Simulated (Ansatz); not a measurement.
# CHClFNO₂Zr: one species, many methods

One table from this session's results is given with a row withheld; the runs are named, their logs left out.

Computed with Ansatz 0.2.0, Gaussian basis. Level: functionals in def2-TZVPP, the program's frozen cores in correlated methods.

The runs, in order: LDA (SPW92), PBE-D4, revPBE-D4, BLYP-D4, r2SCAN-D4, B97M-V, PBE0-D4, B3LYP-D4, r2SCANh-D4, r2SCAN0-D4, HSE06-D4, BHLYP-D4, CAM-B3LYP-D4, LC-ωPBE, ωB97X-V, ωB97M-V, B2PLYP, PBE-QIDH; CCSD(T)/def2-SVP; MP2/def2-TZVPP; MP2/def2-QZVPP; RPA on PBE.

1 further run of the same task is left out (it didn't finish).

### The geometry

An earlier PBE0-D4 in a triple-zeta def2 set relaxation fixed the geometry. Zr takes the def2 core potential; no spin-orbit term is included.

SMILES `O=C=[N][Zr]([OH])([F])[Cl]`, 8 atoms, charge 0, spin multiplicity 1.

Atoms are counted from 1 here; the program's logs count them from 0.

Bond lengths: O1–C2 1.163 Å, C2–N3 1.203 Å, N3–Zr4 2.031 Å, Zr4–O5 1.889 Å, Zr4–F6 1.895 Å, Zr4–Cl7 2.350 Å, O5–H8 0.953 Å. Angles: O1–C2–N3 179.8°, C2–N3–Zr4 176.8°, N3–Zr4–O5 109.6°, N3–Zr4–F6 109.1°, N3–Zr4–Cl7 109.4°, O5–Zr4–F6 109.1°, O5–Zr4–Cl7 109.9°, F6–Zr4–Cl7 109.7°, Zr4–O5–H8 178.1°.

The first run:

in.yaml

```yaml
crystal:
  periodic: [false, false, false]
  atoms:
    - {symbol: O, position_ang: [-1.985882, -2.654269, 1.316304]}
    - {symbol: C, position_ang: [-1.286305, -1.779529, 1.003947]}
    - {symbol: N, position_ang: [-0.561100, -0.874498, 0.684490]}
    - {symbol: Zr, position_ang: [0.616105, 0.650765, 0.041728]}
    - {symbol: O, position_ang: [0.090396, 1.166574, -1.698247]}
    - {symbol: F, position_ang: [0.415383, 2.126047, 1.214593]}
    - {symbol: Cl, position_ang: [2.860347, -0.047501, 0.024985]}
    - {symbol: H, position_ang: [-0.148955, 1.412412, -2.587800]}
basis:
  gaussian: {orbitals: def2-TZVPP}
hamiltonian: {xc: lda}
output: {orbitals: {seedname: orbitals}}
```

Run with:

```bash
> ansatz run in.yaml --threads 2 --pin off --events-out ev --progress --plain --max-ram 32768MiB --backend cpu
```

Steps of the session up to this table: LDA; PBE-D4 (GGA); revPBE-D4 (GGA); BLYP-D4 (GGA); r2SCAN-D4 (meta-GGA); B97M-V (meta-GGA); PBE0-D4 (hybrid); B3LYP-D4 (hybrid); r2SCANh-D4 (hybrid); r2SCAN0-D4 (hybrid); HSE06-D4 (hybrid); BHLYP-D4 (hybrid); CAM-B3LYP-D4 (range-separated); LC-ωPBE (range-separated); ωB97X-V (range-separated); ωB97M-V (range-separated); B2PLYP (double hybrid); PBE-QIDH (double hybrid).

One table of the session follows, with a row left open; its other results are not shown here.

It belongs to the step «Frontier levels by functional». 

| functional | HOMO (eV) | LUMO (eV) | gap (eV) |
| --- | --- | --- | --- |
| LDA (SPW92) | -7.80 | -2.82 | 4.98 |
| PBE-D4 | -7.56 | -2.55 | 5.01 |
| revPBE-D4 | -7.47 | -2.45 | 5.02 |
| BLYP-D4 | -7.42 | -2.43 | 4.99 |
| r2SCAN-D4 | -7.89 | -2.40 | 5.50 |
| B97M-V | -7.90 | -2.32 | 5.58 |
| PBE0-D4 | -8.96 | -1.77 | 7.19 |
| B3LYP-D4 | -8.70 | -1.98 | 6.72 |
| r2SCANh-D4 | -8.41 | -2.11 | 6.30 |
| r2SCAN0-D4 | ? | ? | ? |
| HSE06-D4 | -8.56 | -2.14 | 6.42 |
| BHLYP-D4 | -10.25 | -0.82 | 9.44 |
| CAM-B3LYP-D4 | -10.30 | -0.70 | 9.61 |
| LC-ωPBE | -11.62 | 0.47 | 12.10 |
| ωB97X-V | -11.26 | 0.39 | 11.65 |
| ωB97M-V | -11.16 | 0.31 | 11.46 |

Q: Estimate the row for r2SCAN0-D4 from the others.

Worked estimate for «HOMO (eV)». Against the share of exact exchange, r2SCAN-D4 (0, -7.89), r2SCANh-D4 (0.1, -8.41) give a slope of -5.20 per unit share; at 0.25 the line stands at -9.19.

As computed: HOMO (eV): -9.20; LUMO (eV): -1.67; gap (eV): 7.53. In «HOMO (eV)» the line misses by +0.01.
